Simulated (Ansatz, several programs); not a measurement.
TlLaO2, ordered on the rocksalt lattice (I4_1/amd) with 8 atoms a cell (it has left that coordination), relaxed with PBE in Ansatz (plane waves, PAW): space group I4_1/amd (No. 141), tetragonal; conventional cell a = 5.132 Å, c = 11.783 Å, 19.40 Å³ an atom. Tl has 4 O at 2.63 Å; O has 3 La at 2.38–2.63 Å and 2 Tl at 2.63 Å; La has 6 O at 2.38–2.63 Å. The cell was then scaled with its shape and fractional coordinates held, which makes it stiffer than a relaxed compression. The cell comes from a prototype generator: it can be a known phase or a hypothetical one. Spin polarisation is off.

```tsv
V (Å³/atom)	E (meV/atom)
18.233	20.80
18.814	4.87
19.396	0.00
20.560	17.01
```

Question: Pass a cubic E = c₀ + c₁u + c₂u² + c₃u³, with u = V − 19.251 Å³, through these points.

Answer: c₀ = 0.26, c₁ = -3.908, c₂ = 14.569, c₃ = -1.3831 (meV and Å³).

Question: Where is the minimum, and what bulk modulus follows?

Answer: dE/du = 0 at u = +0.137, so V₀ = 19.39 Å³. B = V₀ d²E/dV² = 19.39 × (2c₂ + 6c₃u) = 19.39 × 28.002 = 543 meV/Å³, and 1 meV/Å³ is 0.16022 GPa: 87 GPa. A third-order Birch-Murnaghan fit to all five points gives 19.39 Å³ and 86 GPa.

Question: Predict the energy and the pressure at the withheld volume, 19.978 Å³.

Answer: With u = +0.727: E ≈ 4.59 meV and P = −dE/dV ≈ -2.42 GPa. The run gives 4.52 meV and, from its stress, -2.40 GPa.
